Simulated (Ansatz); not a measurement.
# CH3BIN: the cost of one run

Computed with Ansatz 0.2.0, driven from Python. Level of theory: PBE0/def2-SVP.

**1. The structure**

Bond lengths: C1–N2 1.227 Å, N2–B3 1.521 Å, B3–I4 2.233 Å, C1–H5 1.146 Å, C1–H6 1.111 Å, B3–H7 1.140 Å. Angles: C1–N2–B3 122.3°, N2–C1–H5 122.1°, N2–C1–H6 124.2°, H5–C1–H6 113.6°, N2–B3–I4 117.5°, N2–B3–H7 121.7°, I4–B3–H7 120.5°.

No structure file is read: the coordinates are typed or built in the script.

**2. Script**

File bend_ch3bin.py:

```python
"""Energy of CH3BIN against one bond angle."""

import warnings

import ansatz as az
from ase import Atoms

warnings.simplefilter("ignore", az.DeckWarning)

atoms = Atoms(["C", "N", "B", "I", "H", "H", "H"], positions=[
    (-0.107, 1.1919, 0.4994),
    (0.2832, 0.0353, 0.6227),
    (0.0612, -1.0154, -0.4544),
    (0.959, -3.0336, -0.1276),
    (-0.6906, 1.542, -0.4229),
    (0.0071, 1.9758, 1.2777),
    (-0.4517, -0.7641, -1.4407),
])

# relax first, so that the scan starts from a minimum
first = az.Crystal.molecule_from_ase(atoms).calculation()
first = first.basis(gaussian="def2-SVP").functional("pbe0")
first = first.accuracy("medium").relax(force_tolerance=0.02, max_steps=80)
atoms.positions = first.run().report["positions_ang"]

rows = []
for angle in [90, 100, 110, 120, 135, 150, 165, 179]:
    bent = atoms.copy()
    bent.set_angle(2, 1, 0, angle, indices=[0, 4, 5])
    calculation = (
        az.Crystal.molecule_from_ase(bent).calculation()
        .basis(gaussian="def2-SVP")  # atom-centred Gaussian functions
        .functional("pbe0")
        .accuracy("medium")
    )
    rows.append((angle, calculation.run().report["free_energy_ev"]))
floor = min(e for _, e in rows)
for angle, e in rows:
    print(f"angle B2-N1-C0 = {angle:3d} deg   {1000 * (e - floor):9.1f} meV")
```

**3. The run**

On the command line:

```bash
$ python bend_ch3bin.py
```

Q: Estimate wall time and peak memory on 1 thread of Intel Xeon Platinum 8259CL at 2.50GHz (Skylake/Cascade Lake), shared host.

About 1.9 min, with a peak of 0.25 GiB.
